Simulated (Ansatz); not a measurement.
**ClH3InN: two geometries relaxed**

Program: Ansatz 0.2.0. Level of theory: RKS B3LYP/def2-SVP. These are calculated values, not measurements.

**1. The starting structure**

Bond lengths: N1–In2 1.668 Å, In2–Cl3 1.600 Å, N1–H4 1.028 Å, N1–H5 1.062 Å, In2–H6 0.930 Å. Angles: N1–In2–Cl3 129.4°, N1–In2–H6 108.8°, Cl3–In2–H6 121.2°, In2–N1–H4 111.5°, In2–N1–H5 117.1°, H4–N1–H5 108.3°.

Structure file:

```xyz
6

N    -0.6933    0.3831   -0.4816
In    0.7193    0.0096    0.3237
Cl    1.1745   -1.3741    0.9849
H    -0.7528   -0.1046   -1.3849
H    -1.6041    0.2282    0.0427
H     1.1984    0.7937    0.4690
```

**2. Relaxing end A**

The input, input.yaml:

```yaml
crystal:
  periodic: [false, false, false]
  atoms:
    - { symbol: "N", position_ang: [-0.6933, 0.3831, -0.4816] }
    - { symbol: In, position_ang: [0.7193, 0.0096, 0.3237] }
    - { symbol: Cl, position_ang: [1.1745, -1.3741, 0.9849] }
    - { symbol: H, position_ang: [-0.7528, -0.1046, -1.3849] }
    - { symbol: H, position_ang: [-1.6041, 0.2282, 0.0427] }
    - { symbol: H, position_ang: [1.1984, 0.7937, 0.469] }
basis:
  gaussian: { orbitals: def2-SVP }
hamiltonian:
  xc: b3lyp
relax:
  f_tol: 0.015
  max_steps: 40
```

The run is started by

```bash
ansatz run input.yaml --threads 1 --pin off --max-ram 2048MiB --backend cpu --events-out ev --progress --plain --runs-dir out
```

**Question.** How long does this run take on 1 thread of AMD EPYC 9R45 (Zen 5), shared host, and how much memory does it need?

About 32 s, with a peak of 0.16 GiB.
